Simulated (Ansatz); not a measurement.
This script makes the interaction energy of a dimer with the counterpoise correction of BH₅Si, SMILES B[SiH3] with the Python package of Ansatz (0.2.0).

`bh5si_dimer.py`
```python
# -*- coding: utf-8 -*-
import ansatz as az

FIRST = [
    ("B", (-0.0369, -1.171, 0.2153)),
    ("Si", (0.0275, 0.7773, -0.1357)),
    ("H", (-1.1748, -1.6436, 0.2828)),
    ("H", (0.9744, -1.7561, 0.3126)),
    ("H", (-0.6308, 1.0849, -1.4267)),
    ("H", (-0.6307, 1.5275, 0.9544)),
    ("H", (1.4716, 1.1809, -0.203)),
]
SECOND = [
    ("B", (-0.1649, -2.9674, -2.7404)),
    ("Si", (-2.0437, -2.8358, -3.3535)),
    ("H", (0.337, -4.0885, -2.859)),
    ("H", (0.3604, -2.0013, -2.3341)),
    ("H", (-2.1371, -3.1864, -4.7898)),
    ("H", (-2.9164, -3.7278, -2.5616)),
    ("H", (-2.4893, -1.4162, -3.1561)),
]

def energy(atoms, ghosts=()):
    molecule = az.Crystal.molecule()
    for symbol, xyz in atoms:
        molecule = molecule.atom(symbol, xyz)
    calc = (
        molecule.calculation()
        .basis(gaussian="def2-SVPD")
        .functional("PBE")
    )
    deck = calc.input()
    if ghosts:
        deck = deck.set(az.key.basis.gaussian.ghost_atoms, [{"symbol": s, "position_ang": list(xyz)} for s, xyz in ghosts])
    return az.Session.from_dict(deck).plan().execute().report["free_energy_ev"]


def main():
    both = energy(FIRST + SECOND)
    alone = energy(FIRST) + energy(SECOND)
    ghosted = energy(FIRST, SECOND) + energy(SECOND, FIRST)
    print(f"dimer {both:.6f} eV")
    print(f"interaction, uncorrected   {(both - alone):8.3f} eV")
    print(f"interaction, counterpoise  {(both - ghosted):8.3f} eV")
    print(f"basis-set superposition    {(alone - ghosted):8.3f} eV")


if __name__ == "__main__":
    main()
```

How large is the interaction at this pose, and how much of it is basis-set superposition?

Uncorrected it is -0.069 eV, with the counterpoise correction -0.050 eV; the difference, 0.02 eV, is the superposition error.

The output:

Running `python bh5si_dimer.py` prints:
```text
dimer -17250.124343 eV
interaction, uncorrected     -0.069 eV
interaction, counterpoise    -0.050 eV
basis-set superposition       0.019 eV
```

Total energies depend on the basis set; only differences at equal settings carry meaning. The dimer is a generated trial pose of unrelaxed monomers, not a minimum, so the figure is no binding energy, and the basis set is small. This level lacks the dispersion part of the attraction (electrostatics and induction are there), which can decide the sign where the interaction is weak. It ran for 18 s on 1 thread of Arm Neoverse V1, with other jobs on the host, peak memory 0.26 GiB.
